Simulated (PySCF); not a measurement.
# A workflow on CH3B2F (SMILES FB1BC1)

Aim: a geometry optimisation (HF-D3(BJ)/6-311G**), then the harmonic vibrations, then a single-point energy (CCSD(T)/pc-0), then the excited states (TD-RPBE/aug-pc-1) of CH3B2F. Input form: a Python script.

Program for the calculation: PySCF 2.14.0.

### Step 1. The system as given

CH3B2F: 7 atoms, total charge 0, spin state singlet. SMILES: `FB1BC1`. Geometry: a rough force-field guess. The run starts from this shape.

Bond lengths: F1–B2 1.451 Å, B2–B3 1.751 Å, B2–C4 1.615 Å, B3–C4 1.614 Å, B3–H5 1.171 Å, C4–H6 1.045 Å, C4–H7 1.111 Å. Some angles: F1–B2–B3 153.5°, F1–B2–C4 149.2°, B3–B2–C4 57.1°, B2–B3–C4 57.2°, B2–C4–B3 65.7°, B2–B3–H5 154.6°, C4–B3–H5 148.0°, B2–C4–H6 113.7°, B2–C4–H7 111.0°, B3–C4–H6 115.4°.

### Step 2. A geometry optimisation at HF-D3(BJ)/6-311G(d,p) (density fitting with cc-pvtz-jkfit, Cartesian functions) (run 1)

Contents of run.py:

```python
from pyscf import gto, scf
from pyscf.geomopt.geometric_solver import kernel as optimise

mol = gto.Mole()
mol.atom = '''
F   -1.418000  -1.923700   0.551400
B   -0.636700  -0.757300   0.182900
B   -0.310600   0.672800  -0.773500
C    0.709300   0.119400   0.347800
H   -0.530700   1.454200  -1.617100
H    1.565600  -0.352600  -0.020100
H    0.682200   0.719200   1.282800
'''
mol.cart = True
mol.spin = 0
mol.basis = '6-311g**'
mol.verbose = 3
mol.max_memory = 1860
mol.build()

mf = scf.RHF(mol)
mf = mf.density_fit(auxbasis='cc-pvtz-jkfit')
mf.disp = 'd3bj'
converged, mol_eq = optimise(mf, maxsteps=100)
print('converged:', converged)
print(mol_eq.tostring())

mf.reset(mol_eq)
mol = mol_eq
mf.kernel()
energy = mf.e_tot
print('Final energy', energy)
```

Started as:

```bash
OMP_NUM_THREADS=1 python run.py
```

The program printed:

```text
maxiter                   100
[... 48 lines left out ...]
> Will converge when all 5 criteria are reached:
[... 32 lines left out ...]
Step    0 : Gradient = 5.232e-02/9.235e-02 (rms/max) Energy = -188.4228495295
[... 62 lines left out ...]
converged SCF energy = -188.454659438036
[... 74 lines left out ...]
converged SCF energy = -188.455402944318
[... 74 lines left out ...]
converged SCF energy = -188.457292376949
[... 74 lines left out ...]
converged SCF energy = -188.457474065763
[... 74 lines left out ...]
converged SCF energy = -188.457496804031
[... 63 lines left out ...]
Converged! =D
[... 1 line left out ...]
converged: True
F          -1.30615971       -1.77497865        0.59934907
B          -0.67926781       -0.70561399        0.20281983
B          -0.38956765        0.63525471       -0.69083742
C           0.69415502       -0.06558754        0.18781366
H          -0.47209664        1.50091568       -1.48392769
H           1.73928224       -0.30434441        0.11680675
H           0.47475456        0.64635420        1.02217580
converged SCF energy = -188.457498281446
Final energy -188.45749828144594
```

It took 53 s on 1 thread of Intel Xeon at 2.50GHz (Skylake/Cascade Lake), shared host; peak memory 0.26 GiB.

Steps, from the record of the run:

| step | energy from the first frame kept (eV) | largest force (eV/Å) |
| --- | --- | --- |
| 0 | 0.0000 | 4.7490 |
| 1 | -0.7870 | 1.0422 |
| 2 | -0.8476 | 0.9195 |
| 3 | -0.8656 | 0.1841 |
| 4 | -0.8675 | 0.1568 |
| 5 | -0.8695 | 0.1615 |
| 6 | -0.8858 | 0.8581 |
| 7 | -0.8986 | 0.8700 |
| 8 | -0.9241 | 0.7091 |
| 9 | -0.9372 | 0.3012 |
| 10 | -0.9391 | 0.2958 |
| 11 | -0.9415 | 0.1362 |
| 12 | -0.9422 | 0.0967 |
| 13 | -0.9426 | 0.0447 |
| 14 | -0.9428 | 0.0177 |
| 15 | -0.9428 | 0.0109 |
| 16 | -0.9428 | 0.0104 |
| 17 | -0.9428 | 0.0073 |

After the run. Bond lengths: F1–B2 1.301 Å, B2–B3 1.637 Å, B2–C4 1.515 Å, B3–C4 1.561 Å, B3–H5 1.177 Å, C4–H6 1.074 Å, C4–H7 1.119 Å. Some angles: F1–B2–B3 157.6°, F1–B2–C4 141.9°, B3–B2–C4 59.2°, B2–B3–C4 56.5°, B2–C4–B3 64.3°, B2–B3–H5 163.3°, C4–B3–H5 139.3°, B2–C4–H6 142.0°, B2–C4–H7 94.8°, B3–C4–H6 137.5°.

### Step 3. Vibrational wavenumbers at HF-D3(BJ)/6-311G(d,p) (density fitting with cc-pvtz-jkfit, Cartesian functions) (run 2)

Contents of run.py:

```python
from pyscf import gto, scf, symm
from pyscf.hessian import thermo

system = gto.M(
    atom='''
F   -0.834017  -1.174626   0.455268
B   -0.207125  -0.105261   0.058739
B    0.082575   1.235608  -0.834918
C    1.166298   0.534765   0.043733
H    0.000046   2.101269  -1.628009
H    2.211425   0.296009  -0.027274
H    0.946898   1.246707   0.878095
''',
    max_memory=1860,
    cart=True,
    basis='6-311g**',
    verbose=3,
)

mf = scf.RHF(system)
mf = mf.density_fit(auxbasis='cc-pvtz-jkfit')
mf.disp = 'd3bj'
mf.kernel()

etot = mf.e_tot
print('E = %.10f Eh' % etot)
hess = mf.Hessian().kernel()
modes = thermo.harmonic_analysis(system, hess)
thermo.dump_normal_mode(system, modes)
symm.geom.TOLERANCE = 1e-3  # for the symmetry number
th = thermo.thermo(mf, modes['freq_au'], 500, 101325)
thermo.dump_thermo(system, th)
```

Started as:

```bash
OMP_NUM_THREADS=1 python run.py
```

The program printed:

```text
converged SCF energy = -188.457498281486
E = -188.4574982815 Eh

WARN: DFTD3 does not support analytical Hessian, using finite difference

WARN: Mole.unit (angstrom) is changed to Bohr

[... 84 lines left out ...]
Gibbs free energy [Eh] -188.46255
```

Run time: 58 s. Hardware: 1 thread of Intel Xeon at 2.50GHz (Skylake/Cascade Lake), shared host; peak memory 0.8 GiB.

### Step 4. A single-point energy at CCSD(T)/pc-0 (run 3)

Contents of calc.py:

```python
# FB1BC1
from pyscf import gto, scf, cc

mol = gto.Mole()
mol.atom = '''
F     -1.306160    -1.774979     0.599349
B     -0.679268    -0.705614     0.202820
B     -0.389568     0.635255    -0.690837
C      0.694155    -0.065588     0.187814
H     -0.472097     1.500916    -1.483928
H      1.739282    -0.304344     0.116807
H      0.474755     0.646354     1.022176
'''
mol.charge = 0
mol.spin = 0
mol.max_memory = 1860
mol.verbose = 4
mol.basis = 'pc-0'
mol.build()

mf = scf.RHF(mol)
mf.kernel()

mycc = cc.CCSD(mf, frozen=4)
mycc.kernel()
e_t = mycc.ccsd_t()
energy = mycc.e_tot + e_t
print(f'total energy: {energy:.8f} hartree')
```

Started as:

```bash
OMP_NUM_THREADS=1 python calc.py
```

The program printed:

```text
PySCF version 2.14.0

[... 63 lines left out ...]
converged SCF energy = -187.82790415483
[... 12 lines left out ...]
Init t2, MP2 energy = -188.098409879667  E_corr(MP2) -0.270505724837519
[... 15 lines left out ...]
CCSD converged
[... 2 lines left out ...]
total energy: -188.13062114 hartree
```

Run time: 4.2 s. Hardware: 1 thread of Intel Xeon at 2.50GHz (Skylake/Cascade Lake), shared host; peak memory 0.13 GiB.

### Step 5. The vertical excitations at TD-RPBE/aug-pc-1 (spin of roots triplet) (run 4)

Contents of run.py:

```python
from pyscf import gto, dft, tdscf

mol = gto.M(
    atom='''
F   -1.306160  -1.774979   0.599349
B   -0.679268  -0.705614   0.202820
B   -0.389568   0.635255  -0.690837
C    0.694155  -0.065588   0.187814
H   -0.472097   1.500916  -1.483928
H    1.739282  -0.304344   0.116807
H    0.474755   0.646354   1.022176
''',
    verbose=3,
    max_memory=1860,
    spin=0,
    basis='aug-pc-1',
)

calc0 = dft.RKS(mol, xc='rpbe')
calc0.kernel()

energy = calc0.e_tot
print(f'total energy: {energy:.8f} hartree')

td = calc0.TDDFT()
td.nstates = 4
td.singlet = False
td.kernel()
td.analyze()
roots = td.e * 27.211386
```

Started as:

```bash
OMP_NUM_THREADS=1 python run.py
```

The program printed:

```text
converged SCF energy = -189.377853717921
total energy: -189.37785372 hartree
Excitation energies (eV)
[1.80850879 3.64527559 4.74142384 4.84934417]

** Triplet excitation energies and oscillator strengths **
```

It took 97 s on 1 thread of Intel Xeon at 2.50GHz (Skylake/Cascade Lake), shared host; peak memory 0.76 GiB.

The roots found:

| excited state | energy (eV) |
| --- | --- |
| 1 | 1.809 |
| 2 | 3.645 |
| 3 | 4.741 |
| 4 | 4.849 |

### Step 6. Outcome

```
                                                        quantity                  value
              run 1, HF-D3(BJ)/6-311G**: total energy at the end          -188.45750 Eh
                        run 1, HF-D3(BJ)/6-311G**: dipole moment                 1.46 D
                          run 1, HF-D3(BJ)/6-311G**: HOMO energy               -9.78 eV
                          run 1, HF-D3(BJ)/6-311G**: LUMO energy                1.75 eV
                        run 1, HF-D3(BJ)/6-311G**: HOMO–LUMO gap               11.52 eV
                    run 1, HF-D3(BJ)/6-311G**: dispersion energy          -86.22 kJ/mol
           run 2, HF-D3(BJ)/6-311G**: lowest harmonic wavenumber  206i cm⁻¹ (imaginary)
          run 2, HF-D3(BJ)/6-311G**: highest harmonic wavenumber              3319 cm⁻¹
                               run 3, CCSD(T)/pc-0: total energy          -188.13062 Eh
       run 3, CCSD(T)/pc-0: dipole moment (Hartree–Fock density)                 1.67 D
        run 3, CCSD(T)/pc-0: HOMO energy (Hartree–Fock orbitals)              -10.24 eV
        run 3, CCSD(T)/pc-0: LUMO energy (Hartree–Fock orbitals)                1.42 eV
      run 3, CCSD(T)/pc-0: HOMO–LUMO gap (Hartree–Fock orbitals)               11.67 eV
run 3, CCSD(T)/pc-0: correlation energy (4 core orbitals frozen)             -302.7 mEh
                             run 3, CCSD(T)/pc-0: (T) correction              -7.95 mEh
                              run 3, CCSD(T)/pc-0: T1 diagnostic                  0.014
      run 4, TD-RPBE/aug-pc-1: ground-state or mean-field energy          -189.37785 Eh
 run 4, TD-RPBE/aug-pc-1: dipole moment (RPBE Kohn–Sham density)                 1.39 D
  run 4, TD-RPBE/aug-pc-1: HOMO energy (RPBE Kohn–Sham orbitals)               -5.60 eV
  run 4, TD-RPBE/aug-pc-1: LUMO energy (RPBE Kohn–Sham orbitals)               -3.10 eV
run 4, TD-RPBE/aug-pc-1: HOMO–LUMO gap (RPBE Kohn–Sham orbitals)                2.49 eV
       run 4, TD-RPBE/aug-pc-1: lowest triplet excitation energy                1.81 eV
```

**Reading.** The optimisation (run 1, HF-D3(BJ)/6-311G**) took 17 steps and changed the energy by -0.943 eV. Mulliken charges (run 1, HF-D3(BJ)/6-311G**) run from -0.44 on C4 to +0.41 on B2. 1 mode is imaginary (lowest 206i cm⁻¹): a first-order saddle point. Mulliken charges (run 3, CCSD(T)/pc-0) of the mean-field density run from -1.00 on C4 to +0.46 on B2; they depend strongly on the basis. The triples (run 3, CCSD(T)/pc-0) make up 2.6 % of the correlation energy.
